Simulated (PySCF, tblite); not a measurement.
# C₄H₉F₃Si: geometry, infrared bands and NMR shifts

Aim: predict the infrared bands and NMR shifts of C₄H₉F₃Si (`C[C@H]([SiH3])CC(F)(F)F`).

Programs: tblite 0.8.0 and PySCF 2.14.0, with density-fitted response routines of our own. Each step states its level of theory. These are calculated values for one molecule in the gas phase, unless marked as measured. Atoms are numbered from 0 throughout.

## (1) The molecule as given

17 atoms, charge 0, multiplicity 1; geometry from: force field or distance geometry start.

Bonds of the start (Å): C0–C1 1.52, C1–Si2 1.84, C1–C3 1.50, C3–C4 1.50, C4–F5 1.40, C4–F6 1.39, C4–F7 1.37, C0–H8 1.12, C0–H9 1.10, C0–H10 1.12, C1–H11 1.13, Si2–H12 1.46, Si2–H13 1.49, Si2–H14 1.48, C3–H15 1.07, C3–H16 1.12.

## (2) Geometry optimisation with GFN2-xTB

Job settings and geometry (Å):

```
{"job": {"kind": "relax", "xc": "GFN2-xTB", "basis": "xTB"}, "charge": 0, "multiplicity": 1}
C      1.248200     1.330100     0.524400
C      0.399700     0.072600     0.438300
Si     1.227200    -1.086200    -0.725200
C     -0.982600     0.521900     0.079000
C     -1.972100    -0.597700    -0.031900
F     -1.592000    -1.503000    -1.033200
F     -3.165200    -0.045500    -0.471300
F     -2.233100    -1.259100     1.144500
H      0.560900     2.216800     0.595300
H      1.985300     1.291900     1.337100
H      1.756500     1.397100    -0.473500
H      0.427700    -0.368500     1.474100
H      1.245400    -0.618200    -2.107900
H      2.647800    -1.181200    -0.302400
H      0.718200    -2.469100    -0.611700
H     -0.967900     1.148600    -0.788800
H     -1.310900     1.161600     0.943400
```

Started as:

```console
> OMP_NUM_THREADS=1 python probes_run.py task.json out
```

The driver reads the jobs from task.json and runs them one after another.

**Question.** This job is followed by: GFN2-xTB harmonic vibrations, gas phase; GIAO PBE0/pcSseg-1 NMR shielding, non-relativistic, gas phase. Predict these results of the whole session: strongest single infrared mode (GFN2-xTB); zero-point energy (GFN2-xTB); 13C shifts against TMS (PBE0/pcSseg-1); 1H shifts against TMS (PBE0/pcSseg-1, means over atoms taken as alike); 29Si shifts against TMS (PBE0/pcSseg-1); 19F shifts against CFCl3 (PBE0/pcSseg-1, means over atoms taken as alike); surface potential, 1st and 99th percentile.

The runs gave:

| quantity | value |
| --- | --- |
| strongest single infrared mode (GFN2-xTB) | 2270 cm⁻¹, 293 km/mol |
| zero-point energy (GFN2-xTB) | 75.8 kcal/mol |
| 13C shifts against TMS (PBE0/pcSseg-1) | 136.1, 45.1, 21.2, 13.0 ppm |
| 1H shifts against TMS (PBE0/pcSseg-1, means over atoms taken as alike) | 3.82, 2.37, 1.94, 1.34, 1.21 ppm |
| 29Si shifts against TMS (PBE0/pcSseg-1) | -58.1 ppm |
| 19F shifts against CFCl3 (PBE0/pcSseg-1, means over atoms taken as alike) | -80.9 ppm |
| surface potential, 1st and 99th percentile | -0.66 V and 1.07 V |

What this shows: Over 69 steps the energy fell by 0.675 eV; of the close pairs, C1–Si2 changed most, 1.839 to 1.920 Å. All 45 modes are real, so the xTB geometry is a minimum. The strongest single mode, at 2270 cm⁻¹, moves mainly H13. GFN2-xTB is a fitted tight-binding method: band positions and strengths are rough. Its intensities can rank the bands wrongly. At PBE0/pcSseg-1: Shielding is most anisotropic at F5, F6, F7 (span 175 ppm, paramagnetic term -222 ppm).
